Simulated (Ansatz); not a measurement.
# H₂Se₂O (SMILES [SeH]O[SeH]): functionals against CCSD(T) at one geometry

A test off equilibrium: a structure displaced at random from a GFN2-xTB minimum is computed at several levels, and each is set against CCSD(T).

Computed with Ansatz 0.2.0, Gaussian basis. Level: single points in def2-TZVPP.

Cores are frozen in the correlated methods. Filled d shells of the heavier atoms are correlated. B3LYP uses VWN-RPA correlation.

**1. The system as given**

SMILES `[SeH]O[SeH]`, 5 atoms, charge 0, spin multiplicity 1.

Atoms are counted from 1 here; the program's logs count them from 0.

Bond lengths: Se1–O2 1.895 Å, Se1–H4 1.498 Å, O2–Se3 1.793 Å, Se3–H5 1.385 Å. Angles: O2–Se1–H4 95.0°, Se1–O2–Se3 123.5°, O2–Se3–H5 100.5°.

Coordinates:

```xyz
5
charge 0, multiplicity 1
Se   -1.3013   -0.1506   -1.0361
O    -0.3217    0.4002    0.4899
Se    1.4075    0.0057    0.7495
H    -1.9129   -1.3482   -0.3750
H     2.0048    1.1646    0.2807
```

**2. CCSD(T)/def2-TZVPP**

Contents of run/in.yaml:

```yaml
crystal:
  periodic: [false, false, false]
  atoms:
    - {symbol: Se, position_ang: [-1.301300, -0.150600, -1.036100]}
    - {symbol: O, position_ang: [-0.321700, 0.400200, 0.489900]}
    - {symbol: Se, position_ang: [1.407500, 0.005700, 0.749500]}
    - {symbol: H, position_ang: [-1.912900, -1.348200, -0.375000]}
    - {symbol: H, position_ang: [2.004800, 1.164600, 0.280700]}
basis:
  gaussian: {orbitals: def2-TZVPP}
correlation: {method: ccsd_t}
output: {forces: true}
```

The command line of these runs was not kept.

**3. PBE0-D4/def2-TZVPP**

run/in.yaml, as its differences from that of step 2:

```diff
@@ -10,3 +10,3 @@
   gaussian: {orbitals: def2-TZVPP}
-correlation: {method: ccsd_t}
-output: {forces: true}
+hamiltonian: {xc: pbe0, dispersion: d4}
+output: {forces: true, orbitals: {seedname: orbitals}}
```

**4. wB97M-V/def2-TZVPP**

run/in.yaml, as its differences from that of step 3:

```diff
@@ -10,3 +10,3 @@
   gaussian: {orbitals: def2-TZVPP}
-hamiltonian: {xc: pbe0, dispersion: d4}
-output: {forces: true, orbitals: {seedname: orbitals}}
+hamiltonian: {xc: {name: wB97M-V}}
+output: {forces: true}
```

**5. r2SCAN-D4/def2-TZVPP**

run/in.yaml, as its differences from that of step 4:

```diff
@@ -10,3 +10,3 @@
   gaussian: {orbitals: def2-TZVPP}
-hamiltonian: {xc: {name: wB97M-V}}
+hamiltonian: {xc: r2scan, dispersion: d4}
 output: {forces: true}
```

**6. PBE-D4/def2-TZVPP**

run/in.yaml, as its differences from that of step 5:

```diff
@@ -10,3 +10,3 @@
   gaussian: {orbitals: def2-TZVPP}
-hamiltonian: {xc: r2scan, dispersion: d4}
+hamiltonian: {xc: pbe, dispersion: d4}
 output: {forces: true}
```

**7. r2SCANh-D4/def2-TZVPP**

run/in.yaml, as its differences from that of step 6:

```diff
@@ -10,3 +10,3 @@
   gaussian: {orbitals: def2-TZVPP}
-hamiltonian: {xc: pbe, dispersion: d4}
+hamiltonian: {xc: {name: r2SCANh}, dispersion: d4}
 output: {forces: true}
```

**8. B3LYP-D4/def2-TZVPP**

run/in.yaml, as its differences from that of step 7:

```diff
@@ -10,3 +10,3 @@
   gaussian: {orbitals: def2-TZVPP}
-hamiltonian: {xc: {name: r2SCANh}, dispersion: d4}
+hamiltonian: {xc: {name: B3LYP}, dispersion: d4}
 output: {forces: true}
```

(Steps that only read results are left out.)

What does the calculation give? Wanted: energy less free atoms, CCSD(T)/def2-TZVPP; RMS force component; RMS force error; HOMO and LUMO, PBE0-D4; T1 diagnostic.

**Answer**, as computed:

| quantity | value |
| --- | --- |
| energy less free atoms, CCSD(T)/def2-TZVPP | -1089.9 kJ/mol |
| RMS force component | 1.015 to 1.101 eV/Å over the methods |
| RMS force error | PBE0-D4 0.144, wB97M-V 0.121, r2SCAN-D4 0.141, PBE-D4 0.325, r2SCANh-D4 0.106, B3LYP-D4 0.143 eV/Å |
| HOMO and LUMO, PBE0-D4 | -6.83 and -2.52 eV |
| T1 diagnostic | 0.014 |

In words: Against CCSD(T) the functionals' energies less atoms differ by -111.7 to -26.5 kJ/mol, PBE-D4 by -111.7 kJ/mol. The reference is not at the basis limit: in triple zeta CCSD(T) underbinds, which counts against methods that bind more; the gaps are no ranking. The forces of r2SCANh-D4 come nearest to CCSD(T), those of PBE-D4 are farthest. Frozen-core CCSD(T) forces in triple zeta carry basis errors of their own, and this is one geometry, so small gaps rank nothing.
